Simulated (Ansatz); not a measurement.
Relaxation of a periodic cell of 17 atoms, Si$_{16}$N (host Si, host structure diamond, interstitial N), to a largest force component of 0.03 eV/Å in at most 60 steps.

All numbers below come from Ansatz 0.2.0, DFT LDA, scalar-relativistic, plane waves, PAW. Settings: PAW set soft_1, cutoff 420 eV, k mesh 2x2x2, gaussian smearing 0.02 eV, spin collinear.

```xyz
17
Lattice="0.0000 5.4300 5.4300 5.4300 0.0000 5.4300 5.4300 5.4300 0.0000" Properties=species:S:1:pos:R:3:forces:R:3
Si 0.000 0.000 0.000 -0.09 0.00 -0.03
Si 1.357 1.357 1.357 0.71 -0.58 -0.68
Si 2.715 2.715 0.000 0.03 0.08 -0.02
Si 4.072 4.072 1.357 0.01 0.00 0.02
Si 2.715 0.000 2.715 0.04 0.00 0.09
Si 4.072 1.357 4.072 0.01 0.02 -0.01
Si 5.430 2.715 2.715 0.01 0.00 -0.01
Si 6.787 4.072 4.072 -0.02 0.00 -0.01
Si 0.000 2.715 2.715 -0.11 -0.06 0.09
Si 1.357 4.072 4.072 0.68 0.59 0.55
Si 2.715 5.430 2.715 0.00 0.00 -0.08
Si 4.072 6.787 4.072 -0.48 -0.43 0.46
Si 2.715 2.715 5.430 0.02 -0.11 -0.01
Si 4.072 4.072 6.787 -0.54 0.57 -0.62
Si 5.430 5.430 5.430 0.07 0.00 0.01
Si 6.787 6.787 6.787 0.00 0.01 0.00
N 2.645 5.424 5.483 -0.33 -0.09 0.26
```

Question: Where does it end, and by what steps?

Answer: The run converged. Limits of this set-up: coarse k mesh, PAW files made for another functional. After 20 steps the energy has fallen by 2.976 eV; N17 moved furthest, 1.60 Å. Parted: Si1–Si10 (2.35 → 3.09 Å). Joined: Si1–N17 (2.65 → 1.72 Å).

```tsv
step	energy less start (eV)	largest force component (eV/Å)	accepted
0	0.0000	0.714	yes
1	-0.1901	0.546	yes
2	-0.6019	1.018	yes
3	-1.0756	1.171	yes
4	-1.4297	0.832	yes
5	-1.7533	0.693	yes
6	-1.9324	0.494	yes
7	-2.1816	1.158	yes
8	-2.4836	0.453	yes
9	-2.7122	0.274	yes
10	-2.8063	0.351	yes
11	-2.8580	0.160	yes
12	-2.8690	0.124	yes
13	-2.8769	0.153	yes
14	-2.8805	0.266	yes
15	-2.9292	0.284	yes
16	-2.9381	0.410	yes
17	-2.9584	0.226	yes
18	-2.9654	0.300	yes
19	-2.9747	0.071	yes
20	-2.9760	0.020	yes
```

```xyz
17
Lattice="0.0000 5.4300 5.4300 5.4300 0.0000 5.4300 5.4300 5.4300 0.0000" Properties=species:S:1:pos:R:3
Si -0.572 0.396 0.352
Si 1.640 1.177 1.184
Si 2.885 2.672 -0.096
Si 4.010 3.973 1.445
Si 2.891 -0.105 2.671
Si 4.010 1.469 3.928
Si 5.559 2.722 2.688
Si 6.918 4.055 4.056
Si 0.280 2.660 2.680
Si 1.548 4.194 4.237
Si 2.812 5.433 2.769
Si 4.290 6.773 3.999
Si 2.832 2.733 5.466
Si 4.304 3.985 6.783
Si 5.577 5.413 5.419
Si 6.910 6.767 6.789
N 1.050 5.406 5.413
```

Whether the end is a true minimum wasn't checked by a vibrational analysis.

The run took 3.9 min on 2 threads of Intel(R) Xeon(R) Platinum 8259CL CPU @ 2.50GHz (Skylake/Cascade Lake), with other jobs on the host, peak memory 0.7 GiB.
